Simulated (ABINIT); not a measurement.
## Ga2AsP: equation of state with PBEsol

Crystal: Ga2AsP.

```
As Ga P
1.0
     1.96511    1.13456    6.41726
    -1.96511    1.13456    6.41726
     0.00000   -2.26911    6.41726
As Ga P
1 2 1
Cartesian
  0.0000 0.0000 16.8466
  0.0000 0.0000 9.5779
  0.0000 0.0000 0.0471
  0.0000 0.0000 7.2190
```

The cell comes from a database or a generator and needn't be the stable form of this composition.

| Quantity | Value |
| --- | --- |
| Program | ABINIT 10.8.3 (patched build) |
| Task | equation of state |
| Functional | PBEsol |
| Potentials or basis | JTH PAW PBE v2.0 |
| Cutoff | 544 eV |
| k mesh | 8 × 8 × 8 |
| Occupations | fermi-dirac, width 0.05 eV |
| Spin | no spin polarisation |
| Fine-grid cutoff | 1088.46 eV |

- Equilibrium volume: 21.38 Å³/atom
- Bulk modulus at fixed shape and positions: 77 GPa
- Pressure derivative of the bulk modulus: 4.5

Energy against volume, from the lowest point:
```
volume (Å³/atom)  energy (meV/atom)
          20.174              18.12
          20.603               7.22
          21.032               1.35
          21.461               0.00
          21.890               2.69
          22.320               9.00
          22.749              18.54
```

Run time: 15 min on 4 MPI ranks on Arm Neoverse V1, with other jobs on the host, peak memory 1.2 GiB a rank.

Caveat: pressures at fixed basis lie under the slope of the energies; the cell was scaled at fixed shape and fractional positions, which overstates the stiffness of a crystal with free parameters, most of all of layers and chains; the PAW data sets were made with another functional, which shifts forces and pressure a little.
